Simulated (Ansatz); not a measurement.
# CH4FO2Si (SMILES CO[Si](O)F): levels of theory compared

Aim: a comparison of 3 runs (UHF/def2-SVP, UPBE/STO-3G, UPBE0/def2-SVP) of CH4FO2Si. 

The calculation is run with Ansatz 0.2.0.

2 further runs of the same task are left out: 1 that didn't finish, 1 set aside as unsound or not needed.

## 1. Starting point

CH4FO2Si has 9 atoms, charge 0, and is taken as a doublet. As SMILES, `CO[Si](O)F`. The coordinates come from a PBE0-D4/def2-TZVP relaxation. This is one conformer, not always the lowest.

Bond lengths: C1–O2 1.414 Å, O2–Si3 1.632 Å, Si3–O4 1.632 Å, Si3–F5 1.596 Å, C1–H6 1.090 Å, C1–H7 1.094 Å, C1–H8 1.094 Å, O4–H9 0.959 Å. Some angles: C1–O2–Si3 125.8°, O2–Si3–O4 108.4°, O2–Si3–F5 110.6°, O4–Si3–F5 105.7°, O2–C1–H6 107.8°, O2–C1–H7 111.5°, O2–C1–H8 111.0°, Si3–O4–H9 117.0°, H6–C1–H7 108.7°, H6–C1–H8 108.9°.

## 2. Energy and forces at UHF/def2-SVP (run 1)

File input.yaml:

```yaml
crystal:
  periodic: [false, false, false]
  atoms:
    - {symbol: C, position_ang: [-1.470900, -0.166400, 0.285600]}
    - {symbol: O, position_ang: [-0.176400, -0.422300, -0.222400]}
    - {symbol: Si, position_ang: [1.195900, 0.328500, 0.241800]}
    - {symbol: O, position_ang: [2.418000, -0.205200, -0.698200]}
    - {symbol: F, position_ang: [1.096200, 1.897800, -0.031000]}
    - {symbol: H, position_ang: [-2.157500, -0.876500, -0.176200]}
    - {symbol: H, position_ang: [-1.508700, -0.297900, 1.371300]}
    - {symbol: H, position_ang: [-1.794400, 0.848900, 0.039900]}
    - {symbol: H, position_ang: [2.486300, -1.153200, -0.827900]}
basis:
  gaussian:
    orbitals: def2-SVP
magnetization:
  spin_polarized: true
  initial_magnetization: 1
hamiltonian:
  xc: hf
accuracy: high
output: {forces: true, orbitals: {seedname: orbitals}}
```

Started as:

```
$ ansatz run input.yaml --threads 1 --pin off --max-ram 2610MiB --events-out events.jsonl --progress --plain --runs-dir runs
```

What it wrote:

```text
Warning: RAYON_NUM_THREADS=1 ignored (pool sized by the plan → 1); use --threads N
Functional definition: HF
  name "HF"
  exchange = exact_x
  correlation = 0
2083 factors; integrals over basis functions are off by at most 5.6e-9 eV
mean field evaluation 1: about -15725.8225 eV, gradient 3.1e1 eV
mean field evaluation 2: about -15725.9372 eV, gradient 3.1e1 eV
mean field evaluation 4: about -15730.0377 eV, gradient 2.6e0 eV
mean field evaluation 8: about -15730.1191 eV, gradient 3.3e-1 eV
mean field evaluation 16: about -15730.1209 eV, gradient 2.1e-8 eV
mean field -15730.12087650 eV, -578.0712799524 hartree, gradient 2.7e-8 eV, S^2 0.752919; 0 other end points of the search recorded, 0 dependent functions left out
the calculation of the forces begins
reference -15730.12087650 eV, -578.0712799524 hartree; 25, 24 occupied and 69, 70 virtual orbitals, 2083 factors
Total energy: -15730.12087650 eV, -578.0712799524 hartree
Atom 0 at    -1.470900    -0.166400     0.285600 Å, force     0.242423    -0.184664    -0.270048 eV/Å
Atom 1 at    -0.176400    -0.422300    -0.222400 Å, force    -0.564496     0.236591     0.343943 eV/Å
Atom 2 at     1.195900     0.328500     0.241800 Å, force     0.231810    -0.279315    -0.038361 eV/Å
Atom 3 at     2.418000    -0.205200    -0.698200 Å, force     0.093141    -0.946138    -0.028449 eV/Å
Atom 4 at     1.096200     1.897800    -0.031000 Å, force    -0.109590     0.360183    -0.035211 eV/Å
Atom 5 at    -2.157500    -0.876500    -0.176200 Å, force     0.040810     0.089225     0.069329 eV/Å
Atom 6 at    -1.508700    -0.297900     1.371300 Å, force     0.016186     0.002820    -0.090990 eV/Å
Atom 7 at    -1.794400     0.848900     0.039900 Å, force     0.043711    -0.102125     0.021910 eV/Å
Atom 8 at     2.486300    -1.153200    -0.827900 Å, force     0.006004     0.823422     0.027877 eV/Å
Dipole moment:    -0.311776    -0.473138     0.297495 e Å
```

Run time: 7.2 s. Hardware: 1 thread of Arm Neoverse V1, shared host; peak memory 0.36 GiB.

## 3. Energy and forces at UPBE/STO-3G (run 2)

File job.yaml:

```yaml
crystal:
  periodic: [false, false, false]
  atoms:
    - {symbol: C, position_ang: [-1.470900, -0.166400, 0.285600]}
    - {symbol: O, position_ang: [-0.176400, -0.422300, -0.222400]}
    - {symbol: Si, position_ang: [1.195900, 0.328500, 0.241800]}
    - {symbol: O, position_ang: [2.418000, -0.205200, -0.698200]}
    - {symbol: F, position_ang: [1.096200, 1.897800, -0.031000]}
    - {symbol: H, position_ang: [-2.157500, -0.876500, -0.176200]}
    - {symbol: H, position_ang: [-1.508700, -0.297900, 1.371300]}
    - {symbol: H, position_ang: [-1.794400, 0.848900, 0.039900]}
    - {symbol: H, position_ang: [2.486300, -1.153200, -0.827900]}
basis:
  gaussian: {orbitals: STO-3G}
magnetization: {spin_polarized: true, initial_magnetization: 1}
hamiltonian: {xc: {name: PBE}}
accuracy: high
output: {forces: true, orbitals: {seedname: orbitals}}
```

Started as:

```
$ ansatz run job.yaml --threads 1 --pin off --max-ram 2610MiB --events-out events.jsonl --progress --plain --runs-dir runs
```

What it wrote (excerpt; [...] marks lines left out):

```text
Warning: RAYON_NUM_THREADS=1 ignored (pool sized by the plan → 1); use --threads N
Functional definition: PBE
  name "PBE"
[...]
676 factors; integrals over basis functions are off by at most 5.8e-9 eV
[...]
mean field -15576.42420752 eV, -572.4230315470 hartree, gradient 6.0e-8 eV, S^2 0.750710; 0 other end points of the search recorded, 0 dependent functions left out
[...]
reference -15576.42420987 eV, -572.4230316332 hartree; 25, 24 occupied and 8, 9 virtual orbitals, 676 factors
Total energy: -15576.42420987 eV, -572.4230316332 hartree
Atom 0 at    -1.470900    -0.166400     0.285600 Å, force     0.602229     0.304299     0.120180 eV/Å
Atom 1 at    -0.176400    -0.422300    -0.222400 Å, force    -1.134444    -2.220000    -2.483802 eV/Å
Atom 2 at     1.195900     0.328500     0.241800 Å, force     0.751924    -0.529003     4.911162 eV/Å
Atom 3 at     2.418000    -0.205200    -0.698200 Å, force     1.954715     3.129195    -1.999891 eV/Å
Atom 4 at     1.096200     1.897800    -0.031000 Å, force    -0.129611     2.530157    -1.037821 eV/Å
Atom 5 at    -2.157500    -0.876500    -0.176200 Å, force    -0.816207    -0.595179    -0.346252 eV/Å
Atom 6 at    -1.508700    -0.297900     1.371300 Å, force    -0.371395    -0.036319     1.051927 eV/Å
Atom 7 at    -1.794400     0.848900     0.039900 Å, force    -0.696850     0.974030    -0.046582 eV/Å
Atom 8 at     2.486300    -1.153200    -0.827900 Å, force    -0.160362    -3.557181    -0.168920 eV/Å
Dipole moment:    -0.126261    -0.225997     0.124572 e Å
```

Wall time 7.2 s (1 thread of Arm Neoverse V1, shared host).

## 4. Energy and gradient at UPBE0/def2-SVP (run 3)

File in.yaml:

```yaml
crystal:
  periodic: [false, false, false]
  atoms:
    - symbol: C
      position_ang: [-1.470900, -0.166400, 0.285600]
    - symbol: O
      position_ang: [-0.176400, -0.422300, -0.222400]
    - symbol: Si
      position_ang: [1.195900, 0.328500, 0.241800]
    - symbol: O
      position_ang: [2.418000, -0.205200, -0.698200]
    - symbol: F
      position_ang: [1.096200, 1.897800, -0.031000]
    - symbol: H
      position_ang: [-2.157500, -0.876500, -0.176200]
    - symbol: H
      position_ang: [-1.508700, -0.297900, 1.371300]
    - symbol: H
      position_ang: [-1.794400, 0.848900, 0.039900]
    - symbol: H
      position_ang: [2.486300, -1.153200, -0.827900]
basis:
  gaussian:
    orbitals: def2-SVP
output: {forces: true, orbitals: {seedname: orbitals}}
magnetization:
  spin_polarized: true
  initial_magnetization: 1
hamiltonian:
  xc: {name: PBE0}
accuracy: high
```

Started as:

```
$ ansatz run in.yaml --threads 1 --pin off --max-ram 2610MiB --events-out events.jsonl --progress --plain --runs-dir runs
```

What it wrote (excerpt; [...] marks lines left out):

```text
Warning: RAYON_NUM_THREADS=1 ignored (pool sized by the plan → 1); use --threads N
Functional definition: PBE0
  name "PBE0"
[...]
2083 factors; integrals over basis functions are off by at most 5.6e-9 eV
[...]
mean field -15772.67490868 eV, -579.6351117911 hartree, gradient 3.8e-8 eV, S^2 0.751456; 0 other end points of the search recorded, 0 dependent functions left out
[...]
reference -15772.67491140 eV, -579.6351118908 hartree; 25, 24 occupied and 69, 70 virtual orbitals, 2083 factors
Total energy: -15772.67491140 eV, -579.6351118908 hartree
Atom 0 at    -1.470900    -0.166400     0.285600 Å, force     0.531031    -0.139664    -0.253365 eV/Å
Atom 1 at    -0.176400    -0.422300    -0.222400 Å, force    -0.804000    -0.239386    -0.102630 eV/Å
Atom 2 at     1.195900     0.328500     0.241800 Å, force     0.308267    -0.435565     0.736237 eV/Å
Atom 3 at     2.418000    -0.205200    -0.698200 Å, force     0.448468    -0.076953    -0.340031 eV/Å
Atom 4 at     1.096200     1.897800    -0.031000 Å, force    -0.087350     0.973162    -0.174813 eV/Å
Atom 5 at    -2.157500    -0.876500    -0.176200 Å, force    -0.237998    -0.180111    -0.102249 eV/Å
Atom 6 at    -1.508700    -0.297900     1.371300 Å, force    -0.053666    -0.033089     0.308610 eV/Å
Atom 7 at    -1.794400     0.848900     0.039900 Å, force    -0.126018     0.276935    -0.048193 eV/Å
Atom 8 at     2.486300    -1.153200    -0.827900 Å, force     0.021266    -0.145328    -0.023565 eV/Å
Dipole moment:    -0.282035    -0.435408     0.179526 e Å
```

Run time: 21 s. Hardware: 1 thread of Arm Neoverse V1, shared host; peak memory 0.47 GiB.

## 5. Overview of the runs

```
run           level  energy (Eh)  dipole moment (D)  HOMO energy (eV)  LUMO energy (eV)  wall time
  1    UHF/def2-SVP  -578.071280               3.07             -9.69              1.79      7.2 s
  2     UPBE/STO-3G  -572.423032               1.38              0.14              1.25      7.2 s
  3  UPBE0/def2-SVP  -579.635112               2.64             -6.10             -2.07       21 s
```

## 6. Results

```
                                 quantity          value
                      run 3: total energy  -579.63511 Eh
                     run 3: dipole moment         2.64 D
run 3: HOMO energy (highest over α and β)       -6.10 eV
 run 3: LUMO energy (lowest over α and β)       -2.07 eV
                              run 3: ⟨S²⟩          0.751
          run 3: largest force on an atom     0.993 eV/Å
```

**Reading.** The dipole moment (its size) runs from 1.38 D (UPBE/STO-3G) to 3.07 D (UHF/def2-SVP). The two ends differ in method and basis. Totals of different functionals can't be ranked against each other. In run 2 the basis is minimal, so the values are rough. All runs together took 36 s, the longest 21 s.
